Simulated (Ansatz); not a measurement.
# Mo: the cost of one run

Computed with Ansatz 0.2.0 (DFT PBE, scalar-relativistic, plane waves, PAW, unless a step's input says otherwise).

2 further runs of the same task are left out: 1 that didn't finish, 1 set aside as unsound or not needed.

## Step 1: The system as given

It takes space group P6/mmm (No. 191, hexagonal). The conventional cell has a = 4.378 Å, b = 4.378 Å, c = 14.000 Å, α = 90.00°, β = 90.00°, γ = 120.00°. Mo (site symmetry -6m2) has 3 Mo at 2.53 Å as nearest neighbours.

Structure file:

```
Mo
1.0
     4.37774    0.00000    0.00000
    -2.18887    3.79124    0.00000
     0.00000    0.00000   14.00000
Mo
2
Direct
  0.66667 0.33333 0.50000
  0.33333 0.66667 0.50000
```

The cell is invented: random sheet by layer group and Wyckoff sites. The dimensions are guesses.

It is a sheet, periodic along a and b, with vacuum along c; volumes and pressures of the box carry no meaning, and space groups named for it are those of the box.

## Step 2: A first look at the guess

Input file input.yaml:

```yaml
crystal:
  lattice:
    - [4.377744, 0.0, 0.0]
    - [-2.188872, 3.791237, 0.0]
    - [0.0, 0.0, 14.0]
  atoms:
    - { symbol: Mo, position: [0.66666667, 0.33333333, 0.5] }
    - { symbol: Mo, position: [0.33333333, 0.66666667, 0.5] }
  periodic: [true, true, false]
basis:
  ecutwfc: 420
kpoints:
  mp_grid: { grid: [6, 6, 1] }
hamiltonian:
  xc: pbe
scf:
  occupations: { method: gaussian, width: 0.1 }
  lower_state_search: "off"
output:
  forces: true
  stress: true
  eigenvalues: true
```

Command:

```sh
$ ansatz run input.yaml --threads 1 --pin off --max-ram 2048MiB --backend cpu --events-out ev --progress --plain --runs-dir out
```

What time and memory should one allow on 1 thread of Intel Xeon 6975P-C (Granite Rapids), shared host?

About 2.4 s, with a peak of 0.52 GiB.
